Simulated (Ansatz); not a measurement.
# GeH4OS: single points off equilibrium

How do the functionals fare away from a minimum? The structure is a structure displaced at random from a GFN2-xTB minimum.

The runs use Ansatz 0.2.0, Gaussian basis; single points in def2-TZVPP.

Correlated methods freeze the cores. Filled d shells of the heavier atoms are correlated.

### 1 The system as given

SMILES `O[S][GeH3]`, 7 atoms, charge 0, spin multiplicity 1.

Atoms are counted from 1 here; the program's logs count them from 0.

Bond lengths: O1–S2 1.604 Å, O1–H4 0.987 Å, S2–Ge3 2.340 Å, Ge3–H5 1.457 Å, Ge3–H7 1.298 Å. Angles: S2–O1–H4 119.4°, O1–S2–Ge3 93.2°, S2–Ge3–H5 104.2°, S2–Ge3–H7 114.0°, H5–Ge3–H7 115.1°.

As a file:

| atom | x (Å) | y (Å) | z (Å) |
| --- | --- | --- | --- |
| O1 | -0.51280 | -1.84130 | 0.11790 |
| S2 | -1.24250 | -0.50130 | 0.61180 |
| Ge3 | 0.58400 | 0.85350 | 0.06240 |
| H4 | -1.02300 | -2.50850 | -0.40110 |
| H5 | 0.59200 | 0.86910 | -1.39470 |
| H6 | 0.03540 | 2.45310 | 0.28480 |
| H7 | 1.69920 | 0.48460 | 0.61480 |

### 2 CCSD(T)/def2-TZVPP

The input, run/in.yaml:

```yaml
crystal:
  periodic: [false, false, false]
  atoms:
    - {symbol: O, position_ang: [-0.512800, -1.841300, 0.117900]}
    - {symbol: S, position_ang: [-1.242500, -0.501300, 0.611800]}
    - {symbol: Ge, position_ang: [0.584000, 0.853500, 0.062400]}
    - {symbol: H, position_ang: [-1.023000, -2.508500, -0.401100]}
    - {symbol: H, position_ang: [0.592000, 0.869100, -1.394700]}
    - {symbol: H, position_ang: [0.035400, 2.453100, 0.284800]}
    - {symbol: H, position_ang: [1.699200, 0.484600, 0.614800]}
basis:
  gaussian: {orbitals: def2-TZVPP}
correlation: {method: ccsd_t}
output: {forces: true}
```

The command line of these runs was not kept.

### 3 PBE0-D4/def2-TZVPP

Edit run/in.yaml of step 2 so:

```diff
@@ -12,3 +12,3 @@
   gaussian: {orbitals: def2-TZVPP}
-correlation: {method: ccsd_t}
-output: {forces: true}
+hamiltonian: {xc: pbe0, dispersion: d4}
+output: {forces: true, orbitals: {seedname: orbitals}}
```

### 4 wB97M-V/def2-TZVPP

Edit run/in.yaml of step 3 so:

```diff
@@ -12,3 +12,3 @@
   gaussian: {orbitals: def2-TZVPP}
-hamiltonian: {xc: pbe0, dispersion: d4}
-output: {forces: true, orbitals: {seedname: orbitals}}
+hamiltonian: {xc: {name: wB97M-V}}
+output: {forces: true}
```

### 5 r2SCAN-D4/def2-TZVPP

Edit run/in.yaml of step 4 so:

```diff
@@ -12,3 +12,3 @@
   gaussian: {orbitals: def2-TZVPP}
-hamiltonian: {xc: {name: wB97M-V}}
+hamiltonian: {xc: r2scan, dispersion: d4}
 output: {forces: true}
```

### 6 PBE-D4/def2-TZVPP

Edit run/in.yaml of step 5 so:

```diff
@@ -12,3 +12,3 @@
   gaussian: {orbitals: def2-TZVPP}
-hamiltonian: {xc: r2scan, dispersion: d4}
+hamiltonian: {xc: pbe, dispersion: d4}
 output: {forces: true}
```

### 7 HSE06-D4/def2-TZVPP

Edit run/in.yaml of step 6 so:

```diff
@@ -12,3 +12,3 @@
   gaussian: {orbitals: def2-TZVPP}
-hamiltonian: {xc: pbe, dispersion: d4}
+hamiltonian: {xc: hse06, dispersion: d4}
 output: {forces: true}
```

### 8 LC-wPBE/def2-TZVPP

Edit run/in.yaml of step 7 so:

```diff
@@ -12,3 +12,3 @@
   gaussian: {orbitals: def2-TZVPP}
-hamiltonian: {xc: hse06, dispersion: d4}
+hamiltonian: {xc: {name: LC-wPBE}}
 output: {forces: true}
```

(Steps that only read results are left out.)

What does the calculation give? Wanted: energy less free atoms, CCSD(T)/def2-TZVPP; RMS force component; RMS force error; HOMO and LUMO, PBE0-D4; T1 diagnostic.

The runs gave:

```
                                  quantity                                                                                            value
energy less free atoms, CCSD(T)/def2-TZVPP                                                                                       -18.054 eV
                       RMS force component                                                             2.638 to 2.685 eV/Å over the methods
                           RMS force error  PBE0-D4 0.172, wB97M-V 0.101, r2SCAN-D4 0.096, PBE-D4 0.197, HSE06-D4 0.172, LC-wPBE 0.232 eV/Å
                    HOMO and LUMO, PBE0-D4                                                                               -6.16 and -0.72 eV
                             T1 diagnostic                                                                                            0.013
```

**Reading.** Against CCSD(T) the functionals' energies less atoms differ by -0.747 to -0.154 eV, PBE-D4 by -0.747 eV. The reference is not at the basis limit: in triple zeta CCSD(T) underbinds, which counts against methods that bind more; the gaps are no ranking. The forces of r2SCAN-D4 come nearest to CCSD(T), those of LC-wPBE are farthest. Frozen-core CCSD(T) forces in triple zeta carry basis errors of their own, and this is one geometry, so small gaps rank nothing.
